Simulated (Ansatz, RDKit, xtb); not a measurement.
# Isomers of C5H7NOS, a sample narrowed down

A sample of isomers of C5H7NOS is drawn. Aim: find which of them has the lowest free energy at 298.15 K, then its properties. The sample is small against all isomers, and the most stable one of this formula need not be in it.

The funnel: GFN2-xTB relaxations, single points with a density functional, relaxations at r2SCAN-D4/def2-SVP, harmonic vibrations (at GFN2-xTB), and a last energy at a higher level. All values are calculated.

### 1 Drawing up candidates

Isomers were taken from a list of plausible structures; this is a sample, not all of them. That gives 6 candidates.

| label | SMILES | spin |
| --- | --- | --- |
| c023 | C/C(O)=C(\S)CC#N | singlet |
| c085 | C[C@@H](O)/C(S)=C/C#N | singlet |
| c188 | C[C@@H](O)C(=S)CC#N | singlet |
| c674 | C[C@@H](O)/C(S)=C\C#N | singlet |
| c781 | C/C(O)=C(/S)CC#N | singlet |
| c952 | CC(=O)[C@@H](S)CC#N | singlet |

Candidates are built by distance geometry, with a force field where one applies, in up to four conformers (letters a to d).

**Question.** With final energies at CCSD(T)/def2-SVP + MP2/def2-TZVPP - MP2/def2-SVP, which structure will this search put lowest in free energy, and by what margin?

| quantity | value |
| --- | --- |
| lowest structure found | CC(=O)[C@@H](S)CC#N, singlet |
| next finalist | C/C(O)=C(/S)CC#N, singlet, 6.6 kcal/mol higher in G |
| share at equilibrium, among the finalists | 100.0 % |

The search ends on `CC(=O)[C@@H](S)CC#N`. Among the finalists first place is clear (6.6 kcal/mol); structures outside the list aren't covered. With 6 minima in the window unscreened, the next finalist need not be the second lowest, and margin and share hold for the finalists alone. GFN2-xTB, HF/STO-3G, r2SCAN-D4/def2-SVP, r2SCAN-D4/def2-SVP, relaxed, HF/def2-SVP and MP2/def2-SVP already put its bonding pattern lowest among the structures in one piece. 6 minima inside the window were never screened. Lowest found is not proven lowest: the search is finite, and each finalist counts with one conformer. Only 6 drawn patterns were tried, so whole families of isomers are missing, and the result ranks only the part of this sample that was screened.
